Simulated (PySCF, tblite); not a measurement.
**CH₄Cl₂Ge, a small molecule taken as a stand-in for a surface group (C site with back bonds [GeH3], Cl, Cl): NMR shifts, core binding energies and electronic excitations**

What NMR shifts, core binding energies and electronic excitations should one expect for `Cl[CH](Cl)[GeH3]`?

Computed with tblite 0.8.0 and PySCF 2.14.0; each step states its level. No surroundings beyond the atoms listed, unless a continuum is named. Atoms count from 0, parts from 1.

## (1) Starting point

8 atoms, charge 0, multiplicity 1; geometry: distance geometry start.

## (2) Geometry optimisation with GFN2-xTB

What the job is given:

```
{"job": {"kind": "relax", "xc": "GFN2-xTB", "basis": "xTB"}, "charge": 0, "multiplicity": 1}
C     -0.993461    -0.548185     0.732134
Ge     0.307579    -0.931066    -0.645556
Cl    -0.354737    -0.968216     2.287819
Cl    -2.453191    -1.462881     0.410469
H     -1.238754     0.479746     0.701126
H      1.353343    -1.863773    -0.097558
H      0.976577     0.349336    -1.065264
H     -0.370381    -1.554371    -1.839807
```

With the program's defaults for keys left out, this is: GFN2-xTB geometry optimisation, gas phase.

On the command line:

```console
OMP_NUM_THREADS=1 python cluster_run.py task.json out
```

One launch serves the whole session: the jobs run in the order shown.

Output:

```text
step      E/eV     max force
  0    -413.12977    1.429
  1    -413.18083    0.869
  2    -413.21023    0.321
  3    -413.21394    0.281
  4    -413.21937    0.188
  5    -413.22298    0.155
  6    -413.22515    0.102
  7    -413.22603    0.083
  8    -413.22678    0.085
  9    -413.22779    0.107
 10    -413.22885    0.098
 11    -413.22948    0.061
 12    -413.22973    0.044
 13    -413.22991    0.045
 14    -413.23024    0.066
 15    -413.23085    0.098
 16    -413.23171    0.107
 17    -413.23254    0.084
 18    -413.23315    0.077
 19    -413.23362    0.086
 20    -413.23438    0.107
 21    -413.23598    0.151
 22    -413.23910    0.184
 23    -413.24206    0.155
 24    -413.24356    0.153
 25    -413.24541    0.144
 26    -413.24828    0.165
 27    -413.25088    0.208
 28    -413.25432    0.242
 29    -413.25811    0.258
 30    -413.26238    0.270
 31    -413.26648    0.297
 32    -413.27219    0.290
 33    -413.27930    0.255
 34    -413.28369    0.151
 35    -413.28521    0.082
 36    -413.28556    0.104
 37    -413.28621    0.077
 38    -413.28693    0.074
 39    -413.28808    0.111
 40    -413.28891    0.096
 41    -413.28945    0.069
 42    -413.28965    0.034
 43    -413.28978    0.031
 44    -413.28987    0.026
 45    -413.28995    0.027
 46    -413.28999    0.019
 47    -413.29002    0.012
 48    -413.29003    0.010
 49    -413.29004    0.010
 50    -413.29005    0.011
 51    -413.29007    0.010
 52    -413.29008    0.011
 53    -413.29010    0.009
 54    -413.29010    0.008
```

Wall time 0.62 s (1 thread of Arm Neoverse V2, shared host).

The steps of the relaxation:

| step | energy from step 0 (eV) | largest force (eV/Å) |
| --- | --- | --- |
| 0 | 0.0000 | 1.4292 |
| 2 | -0.0805 | 0.3210 |
| 4 | -0.0896 | 0.1888 |
| 6 | -0.0954 | 0.1018 |
| 8 | -0.0970 | 0.0850 |
| 10 | -0.0991 | 0.0981 |
| 12 | -0.1000 | 0.0441 |
| 14 | -0.1005 | 0.0657 |
| 16 | -0.1019 | 0.1074 |
| 18 | -0.1034 | 0.0775 |
| 20 | -0.1046 | 0.1073 |
| 22 | -0.1093 | 0.1847 |
| 24 | -0.1138 | 0.1535 |
| 26 | -0.1185 | 0.1650 |
| 28 | -0.1245 | 0.2423 |
| 30 | -0.1326 | 0.2702 |
| 32 | -0.1424 | 0.2895 |
| 34 | -0.1539 | 0.1509 |
| 36 | -0.1558 | 0.1039 |
| 38 | -0.1572 | 0.0743 |
| 40 | -0.1591 | 0.0957 |
| 42 | -0.1599 | 0.0334 |
| 44 | -0.1601 | 0.0256 |
| 46 | -0.1602 | 0.0189 |
| 48 | -0.1603 | 0.0100 |
| 50 | -0.1603 | 0.0110 |
| 52 | -0.1603 | 0.0112 |
| 54 | -0.1603 | 0.0075 |

Close pairs (by a distance rule), those that changed most:

| bond | before (Å) | after (Å) | change (Å) |
| --- | --- | --- | --- |
| C0–Ge1 | 1.933 | 1.981 | +0.048 |
| C0–Cl2 | 1.733 | 1.770 | +0.037 |
| C0–H4 | 1.057 | 1.087 | +0.030 |
| Ge1–H5 | 1.505 | 1.485 | -0.019 |
| C0–Cl3 | 1.752 | 1.771 | +0.018 |
| Ge1–H7 | 1.508 | 1.492 | -0.016 |
| Ge1–H6 | 1.504 | 1.492 | -0.012 |

## (3) Optimising the geometry at PBE0-D3(BJ)/def2-SVP

What the job is given:

```
{"job": {"xc": "PBE0", "basis": "def2-SVP", "d3": "d3bj", "grid": 2, "kind": "geom", "shake": 0.01}, "charge": 0, "multiplicity": 1}
C     -0.667073     0.259286     0.631401
Ge     0.667721    -0.130243    -0.754989
Cl     0.129440     0.391992     2.174361
Cl    -1.807242    -1.056562     0.635662
H     -1.266590     1.192631     0.498791
H      1.296765    -1.408479    -0.361117
H      1.692959     0.970660    -0.776854
H      0.000096    -0.247838    -2.075154
```

Output:

```text
step   0  E = -3036.70349174  max force = 0.019659
step   1  E = -3036.70825180  max force = 0.005221
step   2  E = -3036.70849424  max force = 0.000717
step   3  E = -3036.70849706  max force = 0.000174
optimisation converged
```

It took 17 s on 1 thread of Arm Neoverse V2, shared host; peak memory 0.51 GiB.

Along the way:

| step | energy from step 0 (eV) | largest force component (eV/Å) |
| --- | --- | --- |
| 0 | 0.0000 | 1.0109 |
| 1 | -0.1295 | 0.2685 |
| 2 | -0.1361 | 0.0369 |
| 3 | -0.1362 | 0.0089 |

Distances of close pairs at the start and the end, largest changes first:

| bond | before (Å) | after (Å) | change (Å) |
| --- | --- | --- | --- |
| Ge1–H5 | 1.478 | 1.532 | +0.054 |
| Ge1–H7 | 1.484 | 1.537 | +0.053 |
| C0–Cl2 | 1.741 | 1.782 | +0.040 |
| C0–Cl3 | 1.741 | 1.781 | +0.040 |
| Ge1–H6 | 1.505 | 1.537 | +0.032 |
| C0–H4 | 1.117 | 1.097 | -0.020 |
| C0–Ge1 | 1.964 | 1.978 | +0.015 |

The end geometry stands in the next job.

| at the end point | value |
| --- | --- |
| point group (found at 0.08 Å tolerance) | Cs |
| rotational constants (GHz, main isotopes) | 3.067, 1.771, 1.172 |
| dipole moment (D) | 1.63 |

## (4) Shielding tensors: PBE0/pcSseg-2

What the job is given:

```
{"job": {"kind": "nmr", "xc": "PBE0", "basis": "pcSseg-2"}, "charge": 0, "multiplicity": 1}
C     -0.557796     0.154335     0.490769
Ge     0.813312    -0.232856    -0.881972
Cl     0.226913     0.348080     2.078816
Cl    -1.773886    -1.146692     0.509255
H     -1.097954     1.088050     0.290129
H      1.482705    -1.555731    -0.494953
H      1.826058     0.923225    -0.885639
H      0.110783    -0.343973    -2.244638
```

Level: GIAO PBE0/pcSseg-2 NMR shielding, non-relativistic, gas phase.

Output:

```text
coarse grid: 35120 points
cycle   1  E = -3037.3233585815  dE = -4.757e-01  |g| = 1.032e+00  |ddm| = 2.020e+00
cycle   2  E = -3037.2692601400  dE =  5.410e-02  |g| = 1.193e+00  |ddm| = 7.111e-01
cycle   3  E = -3037.3806207920  dE = -1.114e-01  |g| = 1.435e-01  |ddm| = 5.014e-01
cycle   4  E = -3037.3832095786  dE = -2.589e-03  |g| = 8.802e-02  |ddm| = 1.407e-01
cycle   5  E = -3037.3848845187  dE = -1.675e-03  |g| = 4.935e-03  |ddm| = 5.614e-02
cycle   6  E = -3037.3848886058  dE = -4.087e-06  |g| = 2.245e-03  |ddm| = 6.211e-03
final grid: 69232 points
cycle   7  E = -3037.3848917317  dE = -3.020e-07  |g| = 1.974e-03  |ddm| = 3.829e-03
cycle   8  E = -3037.3848918367  dE = -1.050e-07  |g| = 1.883e-03  |ddm| = 3.159e-03
cycle   9  E = -3037.3848924446  dE = -6.079e-07  |g| = 2.399e-04  |ddm| = 1.480e-03
cycle  10  E = -3037.3848924522  dE = -7.589e-09  |g| = 3.695e-05  |ddm| = 1.328e-04
cycle  11  E = -3037.3848924525  dE = -3.029e-10  |g| = 7.186e-06  |ddm| = 3.102e-05
converged SCF energy = -3037.3848924525

GIAO shielding tensors (ppm)
atom      isotropic    diamagn.    paramagn.     s11        s22        s33       span
  0 C      111.517     238.895    -127.378     64.366    133.382    136.804     72.438
  1 Ge    1507.586    2755.500   -1247.914   1443.752   1445.279   1633.727    189.976
  2 Cl     707.656    1145.552    -437.895    423.196    680.638   1019.134    595.938
  3 Cl     708.608    1145.449    -436.841    425.869    681.042   1018.912    593.043
  4 H       25.602      27.730      -2.128     21.252     25.432     30.123      8.871
  5 H       27.049      28.226      -1.177     21.236     23.250     36.660     15.424
  6 H       26.937      28.286      -1.349     20.364     22.501     37.944     17.580
  7 H       26.933      28.257      -1.324     20.372     22.472     37.955     17.583
```

Wall time 22 s (1 thread of Arm Neoverse V2, shared host); peak memory 1 GiB.

Shifts follow as δ = σ(reference) − σ, with reference shieldings (ppm) from runs at the same level and on the same kind of geometry: ¹H TMS 31.25, ¹³C TMS 184.1, ⁷³Ge GeMe4 1337, ³⁵Cl HCl 941. The references are single molecules in the gas phase. Atoms listed in one row are averaged.

| atoms | environment | σ (ppm) | δ (ppm) |
| --- | --- | --- | --- |
| C0 | carbon bonded to 2 Cl, Ge, H | 111.5 | 72.6 |
| H4 | hydrogen on a carbon bonded to 2 Cl, Ge | 25.60 | 5.64 |
| H6, H7 | hydrogen on a germanium bonded to C | 26.93 | 4.31 |
| H5 | hydrogen on a germanium bonded to C | 27.05 | 4.20 |
| Ge1 | germanium bonded to C, 3 H | 1508 | -170 |
| Cl2, Cl3 | chlorine bonded to C | 708 | 233 |

Charges from the same density, by scheme (e):

| atoms | Mulliken | IAO | Hirshfeld | ESP fit |
| --- | --- | --- | --- | --- |
| C0 | -0.01 | -0.35 | -0.07 | -0.42 |
| Ge1 | 0.29 | 0.50 | 0.29 | 0.28 |
| Cl2, Cl3 | -0.11 | -0.06 | -0.04 | -0.03 |

Mayer bond orders: C0–Ge1 0.90, C0–Cl2 0.99, C0–Cl3 0.99.

## (5) Core-electron binding energies: SCAN, X2C

The job, as its differences from that of step 4:

```diff
@@ -1,2 +1,2 @@
-{"job": {"kind": "nmr", "xc": "PBE0", "basis": "pcSseg-2"}, "charge": 0, "multiplicity": 1}
+{"job": {"kind": "xps", "holes": 5}, "charge": 0, "multiplicity": 1}
 C     -0.557796     0.154335     0.490769
```

Method: delta-SCF UKS SCAN, pcX-2 on the ionised atom, pcseg-1 elsewhere, spin-free X2C.

Output:

```text
ground state, core basis on atom 0 (C), 128 functions
  cycle   1  E = -3057.41850993  |g| = 2.70e-01
  cycle   2  E = -3057.40116644  |g| = 3.64e-01
  cycle   3  E = -3057.43429026  |g| = 1.05e-01
  cycle   4  E = -3057.43690944  |g| = 2.52e-02
  cycle   5  E = -3057.43709959  |g| = 4.53e-03
  cycle   6  E = -3057.43710473  |g| = 1.03e-03
  cycle   7  E = -3057.43710451  |g| = 1.87e-04
  E(ground) = -3057.57508931 Eh
hole in C 1s of atom 0
  cycle   1  E = -3046.06538170  |g| = 1.52e+00
  cycle   2  E = -3044.31186025  |g| = 2.42e+00
  cycle   3  E = -3046.54026748  |g| = 4.99e-01
  cycle   4  E = -3046.63523908  |g| = 2.21e-01
  cycle   5  E = -3046.65989249  |g| = 3.39e-02
  cycle   6  E = -3046.66045687  |g| = 1.03e-02
  cycle   7  E = -3046.66054572  |g| = 4.49e-03
  cycle   8  E = -3046.66056994  |g| = 2.28e-03
  cycle   9  E = -3046.66058026  |g| = 8.06e-04
  cycle  10  E = -3046.66058103  |g| = 4.48e-04
  E(ion) = -3046.79228290 Eh   <S^2> = 0.7893   hole on atom = 1.000   binding energy = 293.415 eV
ground state, core basis on atom 2 (Cl), 139 functions
  cycle   1  E = -3057.61639017  |g| = 4.86e-01
  cycle   2  E = -3057.61652527  |g| = 4.92e-02
  cycle   3  E = -3057.61642659  |g| = 4.20e-02
  cycle   4  E = -3057.61667474  |g| = 1.20e-02
  cycle   5  E = -3057.61670801  |g| = 3.60e-03
  cycle   6  E = -3057.61671379  |g| = 6.57e-04
  cycle   7  E = -3057.61671135  |g| = 9.87e-05
  E(ground) = -3057.74179080 Eh
hole in Cl 2p of atom 2
  cycle   1  E = -3049.53810415  |g| = 1.70e+00
  cycle   2  E = -3049.05958781  |g| = 1.54e+00
  cycle   3  E = -3049.76885544  |g| = 5.99e-01
  cycle   4  E = -3049.98075030  |g| = 2.25e-01
  cycle   5  E = -3049.99941549  |g| = 1.19e-01
  cycle   6  E = -3050.00670018  |g| = 1.92e-02
  cycle   7  E = -3050.00689812  |g| = 5.53e-03
  cycle   8  E = -3050.00691882  |g| = 1.45e-03
  cycle   9  E = -3050.00691967  |g| = 2.96e-04
  E(ion) = -3050.13831061 Eh   <S^2> = 0.7523   hole on atom = 1.001   binding energy = 206.901 eV
  2p3/2 = 206.299 eV   2p1/2 = 207.954 eV
```

It took 7 s on 1 thread of Arm Neoverse V2, shared host; peak memory 0.51 GiB.

Binding energies by hole, beside the orbital energy of the ground state; the difference holds orbital relaxation and, for a density functional, its self-interaction error:

| hole | stands for | environment | ΔSCF (eV; 2p as the shell's mean) | −ε (eV) | ⟨S²⟩ |
| --- | --- | --- | --- | --- | --- |
| C1s on C0 | C0 | carbon bonded to 2 Cl, Ge, H | 293.42 | 277.1 | 0.789 |
| Cl2p on Cl2 | Cl2, Cl3 | chlorine bonded to C | 206.85 | 193.8 | 0.752 |

Each hole run stands for the others of its class of like atoms.

With the spin-orbit splitting: Cl2 2p3/2 206.30, 2p1/2 207.95 eV. The table gives each 2p level as the mean over the whole 2p shell (two parts 2p3/2, one part 2p1/2), which differs a little from the single hole in the log.

## (6) TDDFT and polarisability: CAM-B3LYP/def2-SVPD

The job, as its differences from that of step 5:

```diff
@@ -1,2 +1,2 @@
-{"job": {"kind": "xps", "holes": 5}, "charge": 0, "multiplicity": 1}
+{"job": {"kind": "uv", "xc": "CAM-B3LYP", "basis": "def2-SVPD", "nstates": 6, "ntriplets": 2, "ip": true}, "charge": 0, "multiplicity": 1}
 C     -0.557796     0.154335     0.490769
```

Level: TDDFT CAM-B3LYP/def2-SVPD, vertical, gas phase, core orbitals frozen in the response.

Output:

```text
coarse grid: 35120 points
cycle   1  E = -3037.3921228922  dE = -3.765e-01  |g| = 5.358e-01  |ddm| = 3.066e+00
cycle   2  E = -3037.3676672614  dE =  2.446e-02  |g| = 6.521e-01  |ddm| = 1.227e+00
cycle   3  E = -3037.4512807828  dE = -8.361e-02  |g| = 5.848e-02  |ddm| = 6.776e-01
cycle   4  E = -3037.4518696938  dE = -5.889e-04  |g| = 3.102e-02  |ddm| = 9.428e-02
cycle   5  E = -3037.4520601674  dE = -1.905e-04  |g| = 3.149e-03  |ddm| = 4.253e-02
cycle   6  E = -3037.4520646067  dE = -4.439e-06  |g| = 9.142e-04  |ddm| = 1.003e-02
final grid: 69232 points
cycle   7  E = -3037.4520334980  dE = -3.925e-07  |g| = 5.058e-04  |ddm| = 3.572e-03
cycle   8  E = -3037.4520335592  dE = -6.120e-08  |g| = 3.654e-04  |ddm| = 1.524e-03
cycle   9  E = -3037.4520335926  dE = -3.339e-08  |g| = 6.512e-05  |ddm| = 5.681e-04
cycle  10  E = -3037.4520335943  dE = -1.670e-09  |g| = 4.524e-05  |ddm| = 1.602e-04
cycle  11  E = -3037.4520335950  dE = -7.972e-10  |g| = 6.338e-06  |ddm| = 1.214e-04
converged SCF energy = -3037.4520335950

Static polarisability (au): isotropic 72.278, principal 60.365 77.635 78.833

Singlet excitations
state   eV       nm        f      main configurations
  1   6.3538    195.1   0.01602   H->L 0.86
  2   6.9704    177.9   0.00028   H-1->L 0.49, H->L+3 0.31
  3   7.1448    173.5   0.02090   H->L+3 0.29, H-1->L 0.29, H-2->L 0.17
  4   7.4345    166.8   0.00895   H-3->L 0.53, H-1->L+3 0.14, H-2->L 0.12
  5   7.5508    164.2   0.01884   H->L+1 0.46, H->L+2 0.39
  6   7.7370    160.2   0.00738   H-2->L 0.46, H->L+3 0.26, H-3->L 0.10

Triplet excitations (Tamm-Dancoff, eV): 5.7311 6.2553
Vertical ionisation energy (delta-SCF) = 10.4256 eV
```

Wall time 35 s (1 thread of Arm Neoverse V2, shared host); peak memory 0.74 GiB.

Frontier orbitals and where they lie:

| orbital | eV | atoms |
| --- | --- | --- |
| HOMO−3 | -10.78 | Cl2 53 %, Cl3 24 %, C0 14 % |
| HOMO−2 | -10.78 | Cl3 53 %, Cl2 25 %, C0 8 % |
| HOMO−1 | -10.26 | Cl2 45 %, Cl3 45 %, Ge1 4 % |
| HOMO | -9.55 | Cl2 30 %, Cl3 30 %, C0 20 % |
| LUMO | 0.48 | Cl2 26 %, Cl3 26 %, C0 17 % |
| LUMO+1 | 0.82 | Ge1 50 %, H7 10 %, H6 10 % |
| LUMO+2 | 1.27 | Ge1 30 %, C0 16 %, Cl3 14 % |

With each of the 6 states as a Gaussian band of 0.4 eV half-width at 1/e, the curve within the window shown has maxima at 194 nm (ε 670), 167 nm (ε 1,700) L/(mol cm). Beyond the last state computed it falls off for lack of states. The curve at chosen wavelengths:

```tsv
nm	ε (L/mol/cm)
154	388
156	632
159	1071
161	1349
164	1644
166	1729
169	1692
171	1577
174	1319
176	1121
178	930
181	706
183	617
186	576
188	594
191	644
193	666
195	666
198	615
200	553
203	434
205	351
208	238
210	176
213	105
215	71
```

Ground-state properties from the same run:

| property | computed |
| --- | --- |
| dipole moment (D) | 1.84 |
| polarisability (Å³) | 10.71 |
| HOMO–LUMO gap (eV) | 10.03 |
| −ε(HOMO) (eV) | 9.55 |

## (7) Outcome

| quantity | value |
| --- | --- |
| point group | Cs |
| rotational constants (main isotopes) | 3.07, 1.77, 1.17 GHz |
| ¹³C shifts against TMS (PBE0/pcSseg-2) | 72.6 ppm |
| ¹H shifts against TMS (PBE0/pcSseg-2, means over atoms taken as alike) | 5.64, 4.31, 4.20 ppm |
| ⁷³Ge shifts against GeMe4 (PBE0/pcSseg-2) | -170 ppm |
| ³⁵Cl shifts against HCl (PBE0/pcSseg-2, means over atoms taken as alike) | 233 ppm |
| C1s binding energies, SCAN/pcX-2 | C0 293.42 eV |
| Cl2p binding energies, SCAN/pcX-2 | Cl2 206.85 eV |
| lowest singlet (CAM-B3LYP/def2-SVPD) | 6.35 eV (195 nm), f = 0.016 |
| brightest single state of those computed | state 3, 7.14 eV, f = 0.021 |
| lowest triplet | 5.73 eV |
| vertical ionisation energy (ΔSCF) | 10.43 eV |

What this shows: The start of the PBE0/def2-SVP relaxation was shaken at random by about 0.01 Å, so part of the energy gained, and of the first lengths quoted, undoes that. Relaxing lowered the energy by 0.136 eV in 3 steps; the close pair that moved most is Ge1–H5, from 1.478 to 1.532 Å (PBE0/def2-SVP). Hydrogens of an XH3 group are listed apart at this fixed geometry; free rotation makes them one line at their mean. C0 stands next to heavy halogen, whose spin-orbit shielding this run leaves out, so the computed shift lies too far downfield, most of all for carbon beside Br or I. At PBE0/pcSseg-2: The widest tensor belongs to Cl2, Cl3: span 594 ppm, with a paramagnetic part of -437 ppm. The lowest singlet, at 6.35 eV, is HOMO→LUMO 0.86 and is weak; of the 6 states computed, the strongest absorption comes from state 3 at 7.14 eV. The lowest triplet lies 0.62 eV below the lowest singlet (triplets in Tamm-Dancoff, singlets in full TDDFT). ΔSCF puts the ionisation energy at 10.43 eV, 0.88 eV above −ε(HOMO). Spin-orbit coupling is left out, which matters for shieldings and couplings at and beside the heavy atoms.
